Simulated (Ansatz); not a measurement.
# CH7NSn (SMILES C[NH][SnH3]): HSE06/def2-SVP (core potential)

Aim: the vertical singlet–triplet gap of CH7NSn at HSE06/def2-SVP (core potential), from 2 runs. 

The calculation is run with Ansatz 0.2.0.

74 further runs of the same task are left out: 74 set aside as unsound or not needed.

## (1) The structure to begin with

CH7NSn: 10 atoms, total charge 0, spin state singlet. SMILES: `C[NH][SnH3]`. Geometry: relaxed at PBE0-D4/def2-TZVP.

Bond lengths: C1–N2 1.451 Å, N2–Sn3 2.028 Å, C1–H4 1.095 Å, C1–H5 1.094 Å, C1–H6 1.101 Å, N2–H7 1.011 Å, Sn3–H8 1.705 Å, Sn3–H9 1.706 Å, Sn3–H10 1.718 Å. Some angles: C1–N2–Sn3 118.3°, C1–N2–H7 111.0°, Sn3–N2–H7 112.3°, N2–C1–H4 110.3°, N2–C1–H5 109.7°, N2–C1–H6 115.2°, N2–Sn3–H8 106.4°, N2–Sn3–H9 105.8°, N2–Sn3–H10 112.2°, H4–C1–H5 106.6°.

## (2) A single-point energy at HSE06/def2-SVP (core potential)

Contents of job.yaml:

```yaml
crystal:
  periodic: [false, false, false]
  atoms:
    - {symbol: C, position_ang: [-0.898400, 0.758000, -0.879200]}
    - {symbol: "N", position_ang: [-0.343000, -0.532900, -0.516500]}
    - {symbol: Sn, position_ang: [0.897300, -0.629400, 1.085100]}
    - {symbol: H, position_ang: [-1.664200, 0.637600, -1.652700]}
    - {symbol: H, position_ang: [-1.396800, 1.201100, -0.011700]}
    - {symbol: H, position_ang: [-0.168200, 1.494600, -1.247500]}
    - {symbol: H, position_ang: [0.037300, -1.004000, -1.326200]}
    - {symbol: H, position_ang: [1.451700, -2.239000, 1.169900]}
    - {symbol: H, position_ang: [-0.052600, -0.195500, 2.433700]}
    - {symbol: H, position_ang: [2.220200, 0.458400, 0.948000]}
basis:
  gaussian:
    orbitals: def2-SVP
output: {orbitals: {seedname: orbitals}}
accuracy: high
hamiltonian:
  xc: hse06
```

Command:

```sh
$ ansatz run job.yaml --threads 1 --pin off --max-ram 3480MiB --events-out events.jsonl --progress --plain --runs-dir runs
```

Log:

```text
Warning: RAYON_NUM_THREADS=1 ignored (pool sized by the plan → 1); use --threads N
Functional definition: HSE06
  name "HSE06"
  parameter a = 0.25
  parameter omega = 0.11/bohr
  exchange = pbe_x - a*pbe_x_sr(omega) + a*exact_x_sr(omega)
  correlation = pbe_c
2266 factors; integrals over basis functions are off by at most 3.0e-9 eV
105 factors; integrals over basis functions are off by at most 1.3e-9 eV
mean field evaluation 1: about -8459.6958 eV, gradient 5.3e1 eV
mean field evaluation 2: about -8439.8280 eV, gradient 1.0e2 eV
mean field evaluation 4: about -8465.9930 eV, gradient 6.0e0 eV
mean field evaluation 8: about -8466.2416 eV, gradient 1.5e-1 eV
mean field evaluation 16: about -8466.2417 eV, gradient 4.4e-5 eV
mean field -8466.24167857 eV, -311.1286430627 hartree, gradient 5.2e-8 eV, S^2 0.000000; 0 other end points of the search recorded, 0 dependent functions left out
reference -8466.24168261 eV, -311.1286432111 hartree; 21, 21 occupied and 68, 68 virtual orbitals, 2266 factors
Total energy: -8466.24168261 eV, -311.1286432111 hartree
```

Wall time 8.4 s (1 thread of Arm Neoverse V2, shared host); peak memory 0.33 GiB.

## (3) The triplet at the same level

Contents of in.yaml:

```yaml
crystal:
  periodic: [false, false, false]
  atoms:
    - {symbol: C, position_ang: [-0.898400, 0.758000, -0.879200]}
    - {symbol: N, position_ang: [-0.343000, -0.532900, -0.516500]}
    - {symbol: Sn, position_ang: [0.897300, -0.629400, 1.085100]}
    - {symbol: H, position_ang: [-1.664200, 0.637600, -1.652700]}
    - {symbol: H, position_ang: [-1.396800, 1.201100, -0.011700]}
    - {symbol: H, position_ang: [-0.168200, 1.494600, -1.247500]}
    - {symbol: H, position_ang: [0.037300, -1.004000, -1.326200]}
    - {symbol: H, position_ang: [1.451700, -2.239000, 1.169900]}
    - {symbol: H, position_ang: [-0.052600, -0.195500, 2.433700]}
    - {symbol: H, position_ang: [2.220200, 0.458400, 0.948000]}
basis:
  gaussian:
    orbitals: def2-SVP
output: {orbitals: {seedname: orbitals}}
accuracy: high
hamiltonian:
  xc: {name: HSE06}
magnetization:
  spin_polarized: true
  initial_magnetization: 2
```

Command:

```sh
$ ansatz run in.yaml --threads 1 --pin off --max-ram 3480MiB --events-out events.jsonl --progress --plain --runs-dir runs
```

Log:

```text
Warning: RAYON_NUM_THREADS=1 ignored (pool sized by the plan → 1); use --threads N
Functional definition: HSE06
  name "HSE06"
  parameter a = 0.25
  parameter omega = 0.11/bohr
  exchange = pbe_x - a*pbe_x_sr(omega) + a*exact_x_sr(omega)
  correlation = pbe_c
2266 factors; integrals over basis functions are off by at most 3.0e-9 eV
105 factors; integrals over basis functions are off by at most 1.3e-9 eV
mean field evaluation 1: about -8454.3290 eV, gradient 3.6e1 eV
mean field evaluation 2: about -8429.8855 eV, gradient 7.2e1 eV
mean field evaluation 4: about -8460.7818 eV, gradient 9.6e0 eV
mean field evaluation 8: about -8461.4550 eV, gradient 4.8e-1 eV
mean field evaluation 16: about -8461.4570 eV, gradient 8.2e-4 eV
mean field evaluation 32: about -8461.4570 eV, gradient 4.2e-8 eV
mean field -8461.45703302 eV, -310.9528105818 hartree, gradient 4.2e-8 eV, S^2 2.006027; 0 other end points of the search recorded, 0 dependent functions left out
reference -8461.45703727 eV, -310.9528107380 hartree; 22, 20 occupied and 67, 69 virtual orbitals, 2266 factors
Total energy: -8461.45703727 eV, -310.9528107380 hartree
```

Wall time 17 s (1 thread of Arm Neoverse V2, shared host); peak memory 0.47 GiB.

## (4) Outcome

Level: HSE06/def2-SVP (core potential).

| quantity | value |
| --- | --- |
| singlet: total energy | -311.12864 Eh |
| singlet: HOMO energy | -5.91 eV |
| singlet: LUMO energy | 0.00 eV |
| singlet: HOMO–LUMO gap | 5.91 eV |
| triplet: total energy | -310.95281 Eh |
| triplet: HOMO energy (highest over α and β) | -1.54 eV |
| triplet: ⟨S²⟩ | 2.006 |
| vertical energy of the triplet above the singlet | 4.785 eV |

In words: At this shape the triplet lies 4.78 eV (110 kcal/mol) above the singlet.
